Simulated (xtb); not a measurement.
# One shape, several levels: the pair GeNH3···C2H2

We compute a comparison of 3 runs (GFN2-xTB, GFN0-xTB, GFN1-xTB) of the pair GeNH3···C2H2. 

Program for the calculation: xtb 6.7.1.

4 further runs of the same task are left out: 1 that didn't finish, 3 set aside as unsound or not needed.

## 1. The system as given

The species is C2H5GeN (9 atoms), meant as a singlet with charge 0. The shape was relaxed beforehand at GFN2-xTB.

Bond lengths: N1–Ge2 1.804 Å, C3–C4 1.196 Å, N1–H5 1.009 Å, N1–H6 1.008 Å, Ge2–H7 1.649 Å, C3–H8 1.052 Å, C4–H9 1.051 Å. Angles: N1–Ge2–H7 91.7°, Ge2–N1–H5 122.4°, Ge2–N1–H6 128.1°, C3–C4–H9 179.7°, C4–C3–H8 177.3°, H5–N1–H6 109.5°. A long bond or contact: Ge2–C4 3.166 Å.

## 2. Energy and gradient at GFN2-xTB (run 1)

.CHRG

```
0
```

.UHF

```
0
```

geom.xyz

```xyz
9
start
N     -0.613600     1.352730    -1.137890
Ge     0.848940     0.303200    -1.253850
C     -0.099290    -1.955450     0.784050
C      0.330570    -1.120820     1.525670
H     -1.420980     1.221730    -1.729130
H     -0.782150     2.116690    -0.502990
H      1.604070     1.138110    -0.048750
H     -0.489980    -2.716250     0.172240
H      0.711020    -0.386230     2.173550
```

Command:

```sh
$ xtb --json --gfn2 --grad -- geom.xyz > xtb.out 2> xtb.err
```

Output:

```text
* xtb version 6.7.1
[...]
          :  # basis functions                  27          :
[...]
          :  # electrons                        22          :
[...]
          :  Hamiltonian                  GFN2-xTB          :
[...]
          :  net charge                          0          :
          :  unpaired electrons                  0          :
[...]
   *** convergence criteria satisfied after 13 iterations ***
[...]
         ::                     SUMMARY                     ::
         :::::::::::::::::::::::::::::::::::::::::::::::::::::
         :: total energy             -11.594541754686 Eh    ::
         :: gradient norm              0.000572303613 Eh/a0 ::
         :: HOMO-LUMO gap              3.871784320707 eV    ::
         ::.................................................::
         :: SCC energy               -11.801253943002 Eh    ::
         :: -> isotropic ES            0.006567565323 Eh    ::
         :: -> anisotropic ES          0.000959144142 Eh    ::
         :: -> anisotropic XC          0.014368799656 Eh    ::
         :: -> dispersion             -0.005118847555 Eh    ::
         :: repulsion energy           0.206712188316 Eh    ::
         :: add. restraining           0.000000000000 Eh    ::
         :: total charge               0.000000000000 e     ::
         :::::::::::::::::::::::::::::::::::::::::::::::::::::
[...]
        11        2.0000           -0.3550639              -9.6618 (HOMO)
        12                         -0.2127784              -5.7900 (LUMO)
[...]
     #   Z          covCN         q      C6AA      α(0)
     1   7          2.554    -0.389    30.100     8.148
     2  32          1.697     0.235   251.265    33.143
     3   6          1.909    -0.074    33.131     9.296
     4   6          1.910    -0.064    32.836     9.254
     5   1          0.860     0.141     1.460     1.893
     6   1          0.860     0.159     1.343     1.815
     7   1          0.861    -0.199    10.791     5.146
     8   1          0.928     0.089     1.890     2.150
     9   1          0.928     0.102     1.769     2.080
[...]
molecular dipole:
                 x           y           z       tot (Debye)
 q only:       -0.360      -0.447      -0.163
   full:       -0.627      -0.262      -0.217       1.814
molecular quadrupole (traceless):
[...]
          | TOTAL ENERGY              -11.594541754686 Eh   |
          | GRADIENT NORM               0.000572303613 Eh/α |
          | HOMO-LUMO GAP               3.871784320707 eV   |
           -------------------------------------------------
[...]
```

Standard error:

```text
normal termination of xtb
```

Wall time 0.026 s (1 thread of Arm Neoverse V1, shared host).

## 3. Energy and gradient at GFN0-xTB (run 2)

coord

```
$coord
     -1.159535950070      2.556289220565     -2.150300459950  n
      1.604264096240      0.572964960987     -2.369433101362  ge
     -0.187630906914     -3.695264950399      1.481639768013  c
      0.624686765018     -2.118042835003      2.883098456558  c
     -2.685263028571      2.308735098239     -3.267582133874  h
     -1.478049288376      3.999964390734     -0.950513343426  h
      3.031252984728      2.150716199698     -0.092124148576  h
     -0.925928006544     -5.132968586015      0.325486427706  h
      1.343633069131     -0.729868921114      4.107414218180  h
$end
```

Command:

```sh
$ xtb --gfn 0 --grad -P 1 -- coord > run.log
```

Output:

```text
* xtb version 6.7.1
[...]
          :  # basis functions                  32          :
[...]
          :  # electrons                        22          :
[...]
 Zeroth order Hamiltonian       ...        0 min,  0.000 sec ( 15.093%)
[...]
         ::                     SUMMARY                     ::
         :::::::::::::::::::::::::::::::::::::::::::::::::::::
         :: total energy             -11.894715262271 Eh    ::
         :: gradient norm              0.021891383355 Eh/a0 ::
         :: HOMO-LUMO gap              3.935146146722 eV    ::
         ::.................................................::
         :: H0 energy                -11.935286717970 Eh    ::
         :: repulsion energy           0.216444600313 Eh    ::
         :: electrostat energy        -0.173822156903 Eh    ::
         :: -> Gsolv                   0.000000000000 Eh    ::
         ::    -> Gsasa                0.000000000000 Eh    ::
         ::    -> Gshift               0.000000000000 Eh    ::
         :: dispersion energy         -0.002050987712 Eh    ::
         :: short-range corr.         -0.000000000000 Eh    ::
         :: add. restraining           0.000000000000 Eh    ::
         :: total charge               0.000000000000 e     ::
         :::::::::::::::::::::::::::::::::::::::::::::::::::::
[...]
        11        2.0000           -0.4330993             -11.7852 (HOMO)
        12                         -0.2884853              -7.8501 (LUMO)
[...]
     #   Z          covCN         q      C6AA      α(0)
     1   7          2.554    -1.337    71.878    12.691
     2  32          1.697     0.649   268.000    33.692
     3   6          1.909    -0.226    38.412     9.998
     4   6          1.910    -0.210    37.901     9.931
     5   1          0.860     0.429     0.431     1.028
     6   1          0.860     0.443     0.409     1.002
     7   1          0.861    -0.048     4.069     3.160
     8   1          0.928     0.149     1.401     1.851
     9   1          0.928     0.152     1.379     1.836
[...]
          | TOTAL ENERGY              -11.894715262271 Eh   |
          | GRADIENT NORM               0.021891383355 Eh/α |
          | HOMO-LUMO GAP               3.935146146722 eV   |
           -------------------------------------------------
[...]
```

Standard error:

```text
normal termination of xtb
```

Run time: 0.022 s. Hardware: 1 thread of Arm Neoverse V1, shared host.

## 4. Energy and gradient at GFN1-xTB (run 3)

.CHRG is that of step 2.

.UHF is that of step 2.

mol.xyz

```xyz
9
C2H5GeN
N     -0.61360000     1.35273000    -1.13789000
Ge     0.84894000     0.30320000    -1.25385000
C     -0.09929000    -1.95545000     0.78405000
C      0.33057000    -1.12082000     1.52567000
H     -1.42098000     1.22173000    -1.72913000
H     -0.78215000     2.11669000    -0.50299000
H      1.60407000     1.13811000    -0.04875000
H     -0.48998000    -2.71625000     0.17224000
H      0.71102000    -0.38623000     2.17355000
```

Command:

```sh
$ xtb --grad --gfn 1 --json -P 1 -- mol.xyz > mol.out
```

Output:

```text
* xtb version 6.7.1
[...]
          :  # basis functions                  32          :
[...]
          :  # electrons                        22          :
[...]
          :  Hamiltonian                  GFN1-xTB          :
[...]
          :  net charge                          0          :
          :  unpaired electrons                  0          :
[...]
   *** convergence criteria satisfied after 11 iterations ***
[...]
         ::                     SUMMARY                     ::
         :::::::::::::::::::::::::::::::::::::::::::::::::::::
         :: total energy             -11.677985067898 Eh    ::
         :: gradient norm              0.037324938179 Eh/a0 ::
         :: HOMO-LUMO gap              3.169454696188 eV    ::
         ::.................................................::
         :: SCC energy               -11.879556485626 Eh    ::
         :: -> electrostatic           0.024764719555 Eh    ::
         :: repulsion energy           0.204389511662 Eh    ::
         :: dispersion energy         -0.002818093935 Eh    ::
         :: halogen bond corr.         0.000000000000 Eh    ::
         :: add. restraining           0.000000000000 Eh    ::
         :: total charge               0.000000000000 e     ::
         :::::::::::::::::::::::::::::::::::::::::::::::::::::
[...]
        11        2.0000           -0.3816718             -10.3858 (HOMO)
        12                         -0.2651965              -7.2164 (LUMO)
[...]
     #   Z sym  total        # sym  WBO       # sym  WBO       # sym  WBO
 ---------------------------------------------------------------------------
     1   7      3.217 --     2      1.328     5      0.945     6      0.934
     2  32      2.433 --     1      1.328     7      0.977
     3   6      3.987 --     4      2.959     8      0.981
     4   6      3.985 --     3      2.959     9      0.979
     5   1      0.975 --     1      0.945
     6   1      0.965 --     1      0.934
     7   1      0.995 --     2      0.977
     8   1      0.996 --     3      0.981
     9   1      0.997 --     4      0.979
 ---------------------------------------------------------------------------
[...]
          | TOTAL ENERGY              -11.677985067898 Eh   |
          | GRADIENT NORM               0.037324938179 Eh/α |
          | HOMO-LUMO GAP               3.169454696188 eV   |
           -------------------------------------------------
[...]
```

Standard error:

```text
normal termination of xtb
```

It took 0.026 s on 1 thread of Arm Neoverse V1, shared host.

## 5. All runs side by side

```csv
run,level,energy (Eh),dipole moment (D),HOMO energy (eV),LUMO energy (eV),wall time
1,GFN2-xTB,-11.594542,1.81,-9.66,-5.79,0.026 s
2,GFN0-xTB,-11.894715,2.00,-11.79,-7.85,0.022 s
3,GFN1-xTB,-11.677985,2.38,-10.39,-7.22,0.026 s
```

## 6. Summary of results

| quantity | value |
| --- | --- |
| run 3: total energy | -11.67799 Eh |
| run 3: dipole moment | 2.38 D |
| run 3: HOMO energy | -10.39 eV |
| run 3: LUMO energy | -7.22 eV |
| run 3: HOMO–LUMO gap | 3.17 eV |
| run 3: dispersion energy | -7.40 kJ/mol |
| run 3: largest force on an atom | 1.298 eV/Å |

The dipole moment (its size) runs from 1.81 D (GFN2-xTB) to 2.38 D (GFN1-xTB). The HOMO–LUMO gap runs from 3.17 eV (GFN1-xTB) to 3.94 eV (GFN0-xTB). Force-field and semi-empirical energies have zeros of their own, so their totals don't compare. All runs together took 0.074 s, the longest 0.026 s.
